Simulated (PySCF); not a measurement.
# C9H14Sn: the cost of one run

Programs: PySCF 2.14.0, with routines of our own; each step states its level. All values are computed. Atoms count from 0.

## (1) The starting structure

24 atoms, charge 0, multiplicity 1; geometry from: GFN2-xTB.

## (2) Relaxing the molecule at PBE0-D3(BJ)/def2-SVP

The job: settings as JSON, then the geometry in Å.

```
{"job": {"xc": "PBE0", "basis": "def2-SVP", "d3": "d3bj", "grid": 1, "maxiter": 30, "shake": 0.01, "kind": "geom"}, "charge": 0, "multiplicity": 1}
C     -2.332460    -1.386980    -1.076530
Sn    -1.310610     0.206030     0.040300
C     -2.033070     0.188540     2.114870
C     -1.713920     2.180930    -0.834930
C      0.844030    -0.151710    -0.040150
C      1.732670     0.884170     0.253770
C      3.111100     0.660680     0.208740
C      3.610180    -0.581690    -0.126850
C      2.712960    -1.610780    -0.385680
C      1.347750    -1.395720    -0.351420
H     -2.297020    -2.315470    -0.555960
H     -1.921420    -1.473140    -2.064580
H     -3.428160    -1.091470    -1.193130
H     -3.088640     0.421400     2.160700
H     -1.487180     0.918750     2.713530
H     -1.854890    -0.770650     2.575620
H     -1.392200     2.985210    -0.187440
H     -2.826510     2.297800    -0.952470
H     -1.272940     2.275040    -1.796780
H      1.337330     1.866240     0.522740
H      3.765370     1.473990     0.418370
H      4.668710    -0.777730    -0.169380
H      3.098290    -2.584860    -0.683000
H      0.666330    -2.198970    -0.596120
```

The run is started by

```console
OMP_NUM_THREADS=1 python heavy_run.py task.json out
```

One launch serves the whole session: the jobs run in the order shown.

**Question.** How long does this first job take on 1 thread of Arm Neoverse V2, shared host, and how much memory does it need?

About 4.5 min, with a peak of 1.2 GiB.
